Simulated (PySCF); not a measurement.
# SnO (tin(ii) oxide): CCSDT/STO-6G

What is the vertical ionisation energy of SnO (tin(ii) oxide) at CCSDT/STO-6G? The job is set up through a Python script.

Program for the calculation: PySCF 2.14.0.

15 further runs of the same task are left out: 6 that didn't finish, 9 set aside as unsound or not needed.

## (1) The system as given

SnO has 2 atoms, charge 0, and is taken as a singlet. SMILES: `[O]=[Sn]`. Geometry: a GFN2-xTB relaxation, a rough one for these elements and not checked as a minimum.

Bond lengths: O1–Sn2 1.804 Å.

## (2) The energy at CCSDT/STO-6G

The input, mol.xyz:

```xyz
2
OSn
O      0.000000     0.000000     0.000000
Sn     0.000000     0.000000     1.803580
```

The input, calc.py:

```python
from pyscf import gto, scf, cc

mol = gto.M(
    atom='mol.xyz',
    charge=0,
    verbose=4,
    max_memory=1860,
    basis='sto-6g',
)

myscf = scf.RHF(mol)
myscf.conv_tol = 1e-10
myscf.kernel()
if not myscf.converged:
    myscf = myscf.newton().run(myscf.mo_coeff, myscf.mo_occ)

mycc = cc.CCSDT(myscf, frozen=19)
mycc.kernel()
e_tot = mycc.e_tot
print('Final energy', e_tot)
```

Started as:

```
OMP_NUM_THREADS=1 python calc.py
```

Output:

```text
PySCF version 2.14.0

[INPUT] num. atoms = 2
[INPUT] num. electrons = 58
[INPUT] charge = 0
[INPUT] spin (= nelec alpha-beta = 2S) = 0
[INPUT] symmetry False subgroup None
[INPUT] Mole.unit = angstrom
[INPUT] Symbol           X                Y                Z      unit          X                Y                Z       unit  Magmom
[INPUT]  1 O      0.000000000000   0.000000000000   0.000000000000 AA    0.000000000000   0.000000000000   0.000000000000 Bohr   0.0
[INPUT]  2 Sn     0.000000000000   0.000000000000   1.803580000000 AA    0.000000000000   0.000000000000   3.408272243743 Bohr   0.0

nuclear repulsion = 117.361516743366
number of shells = 14
number of NR pGTOs = 192
number of NR cGTOs = 32
basis = sto-6g
ecp = {}

[... 39 lines left out ...]
converged SCF energy = -6068.78499673029
[... 16 lines left out ...]
WARN: A large `blksize` is being used, which may cause large memory consumption
[... 13 lines left out ...]
Init t2, MP2 energy = -6068.957881609865  E_corr(MP2) -0.172884879573
[... 15 lines left out ...]
RCCSDT converged
[... 3 lines left out ...]
Final energy -6068.95527236849
```

Wall time 2.6 s (1 thread of Arm Neoverse V1, shared host); peak memory 0.11 GiB.

## (3) The doublet cation at the same level

The input, run.py:

```python
from pyscf import gto, scf, cc

mol = gto.M(
    atom=[
    ('O', (0.000000, 0.000000, 0.000000)),
    ('Sn', (0.000000, 0.000000, 1.803580)),
],
    charge=1,
    max_memory=1860,
    spin=1,
    verbose=4,
    basis='sto-6g',
)

mf = scf.UHF(mol)
mf.conv_tol = 1e-10
mf.kernel()
if not mf.converged:
    mf = mf.newton().run(mf.mo_coeff, mf.mo_occ)

mycc = cc.CCSDT(mf, frozen=19)
mycc.kernel()
etot = mycc.e_tot
print(f'total energy: {etot:.8f} hartree')
```

Started as:

```
OMP_NUM_THREADS=1 python run.py
```

Output:

```text
PySCF version 2.14.0

[INPUT] num. atoms = 2
[INPUT] num. electrons = 57
[INPUT] charge = 1
[INPUT] spin (= nelec alpha-beta = 2S) = 1
[INPUT] symmetry False subgroup None
[INPUT] Mole.unit = angstrom
[INPUT] Symbol           X                Y                Z      unit          X                Y                Z       unit  Magmom
[INPUT]  1 O      0.000000000000   0.000000000000   0.000000000000 AA    0.000000000000   0.000000000000   0.000000000000 Bohr   0.0
[INPUT]  2 Sn     0.000000000000   0.000000000000   1.803580000000 AA    0.000000000000   0.000000000000   3.408272243743 Bohr   0.0

nuclear repulsion = 117.361516743366
number of shells = 14
number of NR pGTOs = 192
number of NR cGTOs = 32
basis = sto-6g
ecp = {}

[... 85 lines left out ...]
converged SCF energy = -6068.62404474156  <S^2> = 0.82182985  2S+1 = 2.0705843
[... 17 lines left out ...]
WARN: A large `blksize_v_aaa` is being used, which may cause large memory consumption
[... 3 lines left out ...]
WARN: A large `blksize_v_aab` is being used, which may cause large memory consumption
[... 10 lines left out ...]
Init t2, MP2 energy = -0.0723422926357983
[... 32 lines left out ...]
UCCSDT converged
[... 3 lines left out ...]
total energy: -6068.75756477 hartree
```

Wall time 5.4 s (1 thread of Arm Neoverse V1, shared host); peak memory 0.12 GiB.

## (4) Outcome

Level: CCSDT/STO-6G, 19 core orbitals frozen.

```
                                                                  quantity           value
                                                 singlet SnO: total energy  -6068.95527 Eh
                         singlet SnO: dipole moment (Hartree–Fock density)          1.78 D
                          singlet SnO: HOMO energy (Hartree–Fock orbitals)        -5.98 eV
                          singlet SnO: LUMO energy (Hartree–Fock orbitals)         5.68 eV
                        singlet SnO: HOMO–LUMO gap (Hartree–Fock orbitals)        11.67 eV
                 singlet SnO: correlation energy (19 core orbitals frozen)      -170.3 mEh
                                                singlet SnO: T1 diagnostic           0.032
                                              doublet cation: total energy  -6068.75756 Eh
doublet cation: HOMO energy (Hartree–Fock orbitals) (highest over α and β)       -15.03 eV
 doublet cation: LUMO energy (Hartree–Fock orbitals) (lowest over α and β)        -2.82 eV
              doublet cation: correlation energy (19 core orbitals frozen)      -133.5 mEh
                         doublet cation: ⟨S²⟩ of the reference determinant           0.822
                                             doublet cation: T1 diagnostic           0.112
                        vertical ionisation energy (to the doublet cation)        5.380 eV
```

In words: Removing an electron at fixed nuclei costs 5.38 eV (124 kcal/mol). In a minimal basis such a difference can be off by several eV, whatever the method. The T1 diagnostic (singlet SnO) of 0.032 is above the customary mark for such species, so a single reference may not serve. Relativity is left out (singlet SnO) although the molecule holds a heavy atom. The T1 diagnostic (doublet cation) of 0.112 is above the customary mark for such species, so a single reference may not serve. Relativity is left out (doublet cation) although the molecule holds a heavy atom.
